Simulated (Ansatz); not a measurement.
# C3H4SeSi: the cost of one run

Program: Ansatz 0.2.0 through its Python package. The levels of theory stand in the script. These are calculated values, not measurements.

**1. The structure**

Bond lengths: C1–C2 1.321 Å, C2–Si3 1.735 Å, C2–C4 1.515 Å, Si3–C4 1.670 Å, C4–Se5 1.945 Å, C1–H6 1.134 Å, C1–H7 1.073 Å, Si3–H8 1.463 Å, Si3–H9 1.476 Å. Angles (14 of 15 angles, heavy atoms first): C1–C2–Si3 147.3°, C1–C2–C4 151.1°, Si3–C2–C4 61.4°, C2–Si3–C4 52.8°, C2–C4–Si3 65.8°, C2–C4–Se5 141.2°, Si3–C4–Se5 153.0°, C2–C1–H6 117.4°, C2–C1–H7 123.7°, C2–Si3–H8 113.1°, C2–Si3–H9 114.0°, C4–Si3–H8 117.9°, C4–Si3–H9 115.8°, H6–C1–H7 118.3°.

No structure file is read: the coordinates are typed or built in the script.

**2. Script**

The input, disp.py:

```python
import ansatz as az

BASIS_SET = "def2-SVP"

GEOMETRY = """
C     0.99010    1.14410   -0.75000
C     0.17400    0.26130   -0.20370
Si   -0.11390   -0.85390    1.09320
C    -1.07240   -0.59930   -0.25100
Se   -2.66760   -0.89840   -1.32290
H     0.63840    1.66650   -1.69290
H     1.89560    1.48580   -0.28560
H    -0.49710   -0.19620    2.34260
H     0.74130   -2.05630    1.05310
"""

c3h4sesi = az.Crystal.molecule()
for line in GEOMETRY.strip().splitlines():
    symbol, *xyz = line.split()
    c3h4sesi = c3h4sesi.atom(symbol, [float(v) for v in xyz])

model = c3h4sesi.calculation().basis(gaussian=BASIS_SET)
for name in ["pbe0", "revpbe"]:
    for correction in ("d3bj", "d4"):
        summary = model.functional(name, dispersion=correction).run(threads=1, backend="cpu").report
        print(f"{name:8s} {correction:5s} total {summary['free_energy_ev']:.5f} eV, of which dispersion {1000 * summary['dispersion']['energy']['ev']:.2f} meV")
```

**3. The calls as engine input**

The package turns the script's settings into the engine's input (first run):

```yaml
crystal:
  periodic: [false, false, false]
  atoms:
    - { symbol: C, position_ang: [0.9901, 1.1441, -0.75] }
    - { symbol: C, position_ang: [0.174, 0.2613, -0.2037] }
    - { symbol: Si, position_ang: [-0.1139, -0.8539, 1.0932] }
    - { symbol: C, position_ang: [-1.0724, -0.5993, -0.251] }
    - { symbol: Se, position_ang: [-2.6676, -0.8984, -1.3229] }
    - { symbol: H, position_ang: [0.6384, 1.6665, -1.6929] }
    - { symbol: H, position_ang: [1.8956, 1.4858, -0.2856] }
    - { symbol: H, position_ang: [-0.4971, -0.1962, 2.3426] }
    - { symbol: H, position_ang: [0.7413, -2.0563, 1.0531] }
basis:
  gaussian:
    orbitals: def2-SVP
hamiltonian:
  xc: pbe0
  dispersion: d3bj
```

**4. Running it**

On the command line:

```
$ python disp.py
```

**Question.** How long does this script take on 1 thread of Arm Neoverse V2, shared host, and how much memory does it need?

About 16 s, with a peak of 0.3 GiB.
